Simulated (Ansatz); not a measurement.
Crystal: Nb2Pd.

```
Pd Nb
1.0
     0.00000    2.14539    6.53792
     1.81814    0.00000    6.53792
     1.81814    2.14539    0.00000
Pd Nb
1 2
Direct
  0.00000 0.00000 0.00000
  0.66233 0.66233 0.33767
  0.33767 0.33767 0.66233
```

The cell comes from a database or a generator and needn't be the stable form of this composition.

Base run:

- Program: Ansatz 0.2.0
- Functional: PBEsol
- Potentials or basis: all-electron LAPW, scalar-relativistic
- Cutoff: 236 eV (chosen from the basis error)
- Basis error allowed: 0.002 eV/atom
- k mesh: 10 × 10 × 10
- Occupations: fermi-dirac, width 0.05 eV
- Spin: no spin polarisation

Its results: pressure -6.8 GPa; largest force 0.024 eV/Å.

**Question.** The run is repeated on the same cell with these changes: functional from PBEsol to LDA. What comes out?

**Answer.** Pressure -11.0 GPa; largest force 0.072 eV/Å.

LDA binds more tightly than PBEsol, so the same cell stands under less pressure.
